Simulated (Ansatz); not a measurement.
# BaWO4: the cost of one run

Program: Ansatz 0.2.0. Level of theory: DFT r2SCAN, scalar-relativistic, plane waves, PAW, and further levels as typed in the inputs. These are calculated values, not measurements.

## Step 1: Starting point

Symmetry: I4_1/a, No. 88, tetragonal system. Conventional cell: a = 5.667 Å, b = 5.667 Å, c = 12.739 Å, α = 90.00°, β = 90.00°, γ = 90.00°. Ba (site symmetry -4) has 8 O at 2.76 to 2.80 Å as nearest neighbours. W (site symmetry -4) has 4 O at 1.79 Å as nearest neighbours. Around O (site symmetry 1) lie 1 W at 1.79 Å.

Structure file:

```
Ba W O
1.0
    -2.83337    2.83337    6.36927
     2.83337   -2.83337    6.36927
     2.83337    2.83337   -6.36927
Ba W O
2 2 8
Direct
  0.25000 0.75000 0.50000
  0.50000 0.50000 0.00000
  0.75000 0.25000 0.50000
  0.00000 0.00000 0.00000
  0.15214 0.04689 0.35624
  0.69065 0.79590 0.64376
  0.05935 0.45410 0.85624
  0.54590 0.40214 0.60525
  0.20410 0.84786 0.89475
  0.95311 0.30935 0.10525
  0.79689 0.94065 0.39475
  0.59786 0.20311 0.14376
```

The structure rests on an entry of the Materials Project (structure only); cell or positions may have been set otherwise for this series.

## Step 2: Relaxing the atoms: BaWO4, no spin

input.yaml

```yaml
crystal:
  lattice:
    - [-2.833365905, 2.833365905, 6.36926687]
    - [2.833365905, -2.833365905, 6.36926687]
    - [2.833365905, 2.833365905, -6.36926687]
  atoms:
    - { symbol: Ba, position: [0.25, 0.75, 0.5] }
    - { symbol: Ba, position: [0.5, 0.5, 0.0] }
    - { symbol: W, position: [0.75, 0.25, 0.5] }
    - { symbol: W, position: [0.0, 0.0, 0.0] }
    - { symbol: O, position: [0.15214477, 0.04689186, 0.35623995] }
    - { symbol: O, position: [0.69065191, 0.79590482, 0.64376005] }
    - { symbol: O, position: [0.05934809, 0.45409518, 0.85623995] }
    - { symbol: O, position: [0.54590482, 0.40214477, 0.60525291] }
    - { symbol: O, position: [0.20409518, 0.84785523, 0.89474709] }
    - { symbol: O, position: [0.95310814, 0.30934809, 0.10525291] }
    - { symbol: O, position: [0.79689186, 0.94065191, 0.39474709] }
    - { symbol: O, position: [0.59785523, 0.20310814, 0.14376005] }
scf:
  occupations: { method: fixed }
output:
  forces: true
  stress: true
  eigenvalues: true
  write_density: true
  write_potential: true
  elf: true
  volumetric_format: npy
kpoints:
  mp_grid: { grid: [3, 3, 3] }
hamiltonian:
  xc: r2scan
relax:
  f_tol: 0.005
  max_steps: 60
```

Started as:

```
ansatz run input.yaml --threads 8 --pin off --max-ram 32768MiB --backend cpu --events-out ev --progress --plain --runs-dir out
```

What time and memory should one allow on 8 threads of Intel Xeon at 2.50GHz (Skylake/Cascade Lake), shared host?

About 31 s, with a peak of 1.8 GiB.
